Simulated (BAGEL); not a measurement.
**HF/3-21G (density fitting with qzvpp-jkfit) run of C2H2ClGa (SMILES C#[C][GaH][Cl])**

Aim: the vertical singlet–triplet gap of C2H2ClGa at HF/3-21G (density fitting with qzvpp-jkfit), from 2 runs. 

Program for the calculation: BAGEL 1.2.2.

5 further runs of the same task are left out: 3 that didn't finish, 2 set aside as unsound or not needed. Runs told in other sessions of the task aren't counted.

## Step 1: The structure to begin with

C2H2ClGa has 6 atoms, charge 0, and is taken as a singlet. SMILES: `C#[C][GaH][Cl]`. The shape is that of a PBE0-D4/def2-TZVP optimisation.

Bond lengths: C1–C2 1.208 Å, C2–Ga3 1.900 Å, Ga3–Cl4 2.140 Å, C1–H5 1.067 Å, Ga3–H6 1.547 Å. Angles: C1–C2–Ga3 179.1°, C2–Ga3–Cl4 115.4°, C2–C1–H5 179.8°, C2–Ga3–H6 126.7°, Cl4–Ga3–H6 117.8°.

## Step 2: The energy at HF/3-21G (density fitting with qzvpp-jkfit)

File input.json:

```json
{ "bagel": [

{
  "title": "molecule",
  "basis": "3-21g",
  "df_basis": "qzvpp-jkfit",
  "angstrom": true,
  "geometry": [
    { "atom": "C", "xyz": [    0.577800,    1.057900,   -1.454500 ] },
    { "atom": "C", "xyz": [    0.247000,    0.412500,   -0.488700 ] },
    { "atom": "Ga", "xyz": [   -0.252900,   -0.587200,    1.048000 ] },
    { "atom": "Cl", "xyz": [   -1.745400,   -2.085600,    0.724100 ] },
    { "atom": "H", "xyz": [    0.867100,    1.625700,   -2.309900 ] },
    { "atom": "H", "xyz": [    0.306500,   -0.423300,    2.481100 ] }
  ]
},
{
  "title": "hf"
},
{
  "title": "print",
  "file": "orbitals.molden",
  "orbitals": true
}

]}
```

Run with:

```
$ BAGEL_NUM_THREADS=1 BAGEL input.json > input.out
```

The program printed:

```text
* using 1 threads per process

  ===============================================================
  ===============================================================

  *** Geometry ***

  { "atom" : "C", "xyz" : [      1.091884,      1.999141,     -2.748607 ] },
  { "atom" : "C", "xyz" : [      0.466762,      0.779512,     -0.923509 ] },
  { "atom" : "Ga", "xyz" : [     -0.477912,     -1.109647,      1.980433 ] },
  { "atom" : "Cl", "xyz" : [     -3.298328,     -3.941213,      1.368351 ] },
  { "atom" : "H", "xyz" : [      1.638582,      3.072128,     -4.365078 ] },
  { "atom" : "H", "xyz" : [      0.579201,     -0.799921,      4.688599 ] },

  Number of auxiliary basis functions:      580

  Since a DF basis is specified, we compute 2- and 3-index integrals:
    o Being stored without compression. Storage requirement is 0.015 GB

  Number of basis functions:       57
  Number of electrons      :       62

    * METHOD: MOLECULE                             0.21

  *** RHF ***

  === Nuclear Repulsion ===
   282.7125897535

      * DIIS with orbital gradients will be used.

  === RHF iteration (3-21g) ===
      0      -2447.55337482          0.01319463           0.06
      1      -2447.62526596          0.00475536           0.05
      2      -2447.63348082          0.00178788           0.06
      3      -2447.63439405          0.00072250           0.05
      4      -2447.63455089          0.00007446           0.07
      5      -2447.63455636          0.00003946           0.06
      6      -2447.63455813          0.00002155           0.06
      7      -2447.63455876          0.00000818           0.06
      8      -2447.63455886          0.00000168           0.05
      9      -2447.63455886          0.00000064           0.06
     10      -2447.63455886          0.00000027           0.05
     11      -2447.63455886          0.00000008           0.07
     12      -2447.63455886          0.00000002           0.05
     13      -2447.63455886          0.00000001           0.07
    * SCF iteration converged.

    * Permanent dipole moment:
           (   -0.918504,    -1.003564,     0.069460) a.u.

    * METHOD: HF                                   0.98

    * METHOD: PRINT                                0.00

  ===============================================================
```

It took 1.4 s on 1 thread of Intel Xeon 6975P-C (Granite Rapids), shared host.

## Step 3: The triplet, same level

File job.json:

```json
{ "bagel": [

{
  "title": "molecule",
  "basis": "3-21g",
  "df_basis": "qzvpp-jkfit",
  "angstrom": "true",
  "geometry": [
    { "atom": "C", "xyz": [       0.577800,       1.057900,      -1.454500 ] },
    { "atom": "C", "xyz": [       0.247000,       0.412500,      -0.488700 ] },
    { "atom": "Ga", "xyz": [      -0.252900,      -0.587200,       1.048000 ] },
    { "atom": "Cl", "xyz": [      -1.745400,      -2.085600,       0.724100 ] },
    { "atom": "H", "xyz": [       0.867100,       1.625700,      -2.309900 ] },
    { "atom": "H", "xyz": [       0.306500,      -0.423300,       2.481100 ] }
  ]
},

{ "title": "uhf", "nopen": 2 },

{ "title": "print", "file": "orbitals.molden", "orbitals": "true" }

]}
```

Run with:

```
$ BAGEL_NUM_THREADS=1 BAGEL job.json > job.out
```

The program printed:

```text
* using 1 threads per process

  ===============================================================
  ===============================================================

  *** Geometry ***

  { "atom" : "C", "xyz" : [      1.091884,      1.999141,     -2.748607 ] },
  { "atom" : "C", "xyz" : [      0.466762,      0.779512,     -0.923509 ] },
  { "atom" : "Ga", "xyz" : [     -0.477912,     -1.109647,      1.980433 ] },
  { "atom" : "Cl", "xyz" : [     -3.298328,     -3.941213,      1.368351 ] },
  { "atom" : "H", "xyz" : [      1.638582,      3.072128,     -4.365078 ] },
  { "atom" : "H", "xyz" : [      0.579201,     -0.799921,      4.688599 ] },

  Number of auxiliary basis functions:      580

  Since a DF basis is specified, we compute 2- and 3-index integrals:
    o Being stored without compression. Storage requirement is 0.015 GB

  Number of basis functions:       57
  Number of electrons      :       62

    * METHOD: MOLECULE                             0.21

  *** Open-shell HF ***

  === Nuclear Repulsion ===
   282.7125897535

      * DIIS with orbital gradients will be used.

  === UHF iteration (3-21g) ===
      0      -2447.33995883          0.02438122           0.12
      1      -2447.42812717          0.01111067           0.11
      2      -2447.44862999          0.00496645           0.11
      3      -2447.45448654          0.00261048           0.11
      4      -2447.45907746          0.00150590           0.10
      5      -2447.46058529          0.00097875           0.11
      6      -2447.46143505          0.00056390           0.10
      7      -2447.46181119          0.00026361           0.11
      8      -2447.46188636          0.00008890           0.10
      9      -2447.46189277          0.00005247           0.11
     10      -2447.46189639          0.00002997           0.11
     11      -2447.46189809          0.00001490           0.12
     12      -2447.46189838          0.00000952           0.10
     13      -2447.46189855          0.00000616           0.10
     14      -2447.46189862          0.00000468           0.10
     15      -2447.46189865          0.00000413           0.11
     16      -2447.46189867          0.00000411           0.11
     17      -2447.46189868          0.00000416           0.11
     18      -2447.46189866          0.00000392           0.11
     19      -2447.46189863          0.00000258           0.10
     20      -2447.46189862          0.00000152           0.11
     21      -2447.46189862          0.00000084           0.11
     22      -2447.46189862          0.00000053           0.10
     23      -2447.46189862          0.00000033           0.11
     24      -2447.46189862          0.00000024           0.12
     25      -2447.46189862          0.00000016           0.11
     26      -2447.46189862          0.00000010           0.10
     27      -2447.46189862          0.00000007           0.10
     28      -2447.46189862          0.00000005           0.10
     29      -2447.46189862          0.00000004           0.10
     30      -2447.46189862          0.00000003           0.10
     31      -2447.46189862          0.00000003           0.10
     32      -2447.46189862          0.00000003           0.10
     33      -2447.46189862          0.00000003           0.10
     34      -2447.46189862          0.00000003           0.10
     35      -2447.46189862          0.00000003           0.10
     36      -2447.46189862          0.00000003           0.11
     37      -2447.46189862          0.00000003           0.10
     38      -2447.46189862          0.00000002           0.10
     39      -2447.46189862          0.00000003           0.11
     40      -2447.46189862          0.00000002           0.10
     41      -2447.46189862          0.00000002           0.10
     42      -2447.46189862          0.00000002           0.11
     43      -2447.46189862          0.00000001           0.10
    * SCF iteration converged.

    * S^2 (UHF) is 2.0329

    * Permanent dipole moment:
           (   -1.323951,    -1.798981,     1.266638) a.u.

    * METHOD: UHF                                  4.79

    * METHOD: PRINT                                0.00

  ===============================================================
```

Wall time 5.4 s (1 thread of Intel Xeon 6975P-C (Granite Rapids), shared host).

## Step 4: Outcome

Level: HF/3-21G (density fitting with qzvpp-jkfit).

| quantity | value |
| --- | --- |
| singlet: total energy | -2447.63456 Eh |
| singlet: dipole moment | 3.46 D |
| singlet: HOMO energy | -11.29 eV |
| singlet: LUMO energy | 0.87 eV |
| singlet: HOMO–LUMO gap | 12.16 eV |
| triplet: total energy | -2447.46190 Eh |
| triplet: dipole moment | 6.53 D |
| triplet: ⟨S²⟩ | 2.033 |
| vertical energy of the triplet above the singlet | 4.698 eV |

**Reading.** At this shape the triplet lies 4.70 eV (453 kJ/mol) above the singlet.
